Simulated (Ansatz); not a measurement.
MnHg, space group Pm-3m: a test of the smearing width, run with Ansatz 0.2.0 through its Python package.

The script, `smear.py`:
```python
"""How the energy of MnHg depends on the smearing."""

import ansatz as az

xtal = (
    az.Lattice.cubic(3.315)
    .space_group(221)
    .atom("Mn", (0.5, 0.5, 0.5))
    .atom("Hg", (0.0, 0.0, 0.0))
    .moments(Mn=5.2)
)

base = (
    xtal.calculation()
    .basis(37 * az.Ry)
    .functional(az.Functional.R2SCAN)
    .spin("collinear")
    .kpoints(8)
    .forces()
    .stress()
)

rows = []
for value in [0.25, 0.15, 0.1, 0.05, 0.025]:
    report = base.occupations("fermi_dirac", width=value).run(threads=1, pin="off").report
    rows.append((value, report["free_energy_ev"] / len(report["lattice"]["sites"]), report["n_iterations"], sum(report["stress_gpa"][i][i] for i in range(3)) / 3, max(abs(f) for row in report["forces_ev_ang"] for f in row), report["magnetization_mub"], report["n_kpoints"]))

print("  width (eV)   F/atom (eV)    iterations       P (GPa)  max force (eV/A)  moment (muB)      k-points")
for row in rows:
    print(f"{str(row[0]):>12s}  {row[1]:12.5f}  {row[2]:12d}  {row[3]:12.3f}  {row[4]:16.4f}  {row[5]:12.3f}  {row[6]:12d}")

# the last row is the reference
for row in rows[:-1]:
    shift = 1000 * (row[1] - rows[-1][1])
    print(f"{row[0]}: {shift:+.2f} meV/atom" + ("  (within 2 meV)" if abs(shift) < 2 else ""))
```

From its runs, with one value withheld:

| width (eV) | F less the first row (meV/atom) |
| --- | --- |
| 0.025 | 0.00 |
| 0.05 | ? |
| 0.1 | -7.66 |
| 0.15 | -17.47 |
| 0.25 | -48.86 |

What is the missing value at a width of 0.05 eV?

For this scheme F falls about as the square of the width where the density of states is smooth. A straight line through the rows shown, against the width squared, has slope -788.0 meV/eV² and intercept 0.34 meV, which gives -1.63 meV at 0.05 eV. The run gave -1.44 meV, a miss of 0.19 meV.

Other magnetic orders than the one started from may lie lower. For a metal this k-point mesh is coarse: on a finer one energies can move by several to tens of meV an atom and pressures by half a GPa or more, differences at one mesh by less. Forces vanish by symmetry here and test nothing. The narrowest width needs the finest mesh, so the last row is no converged reference. Pressure is positive in compression. Spin-orbit coupling, which matters for elements this heavy, is left out. r2SCAN tends to overestimate the moments of itinerant magnets. The structure is a deposited one; some such entries were measured under pressure or heat, so a shift against it needn't be the functional's error alone. Cost: about 60 core-seconds.
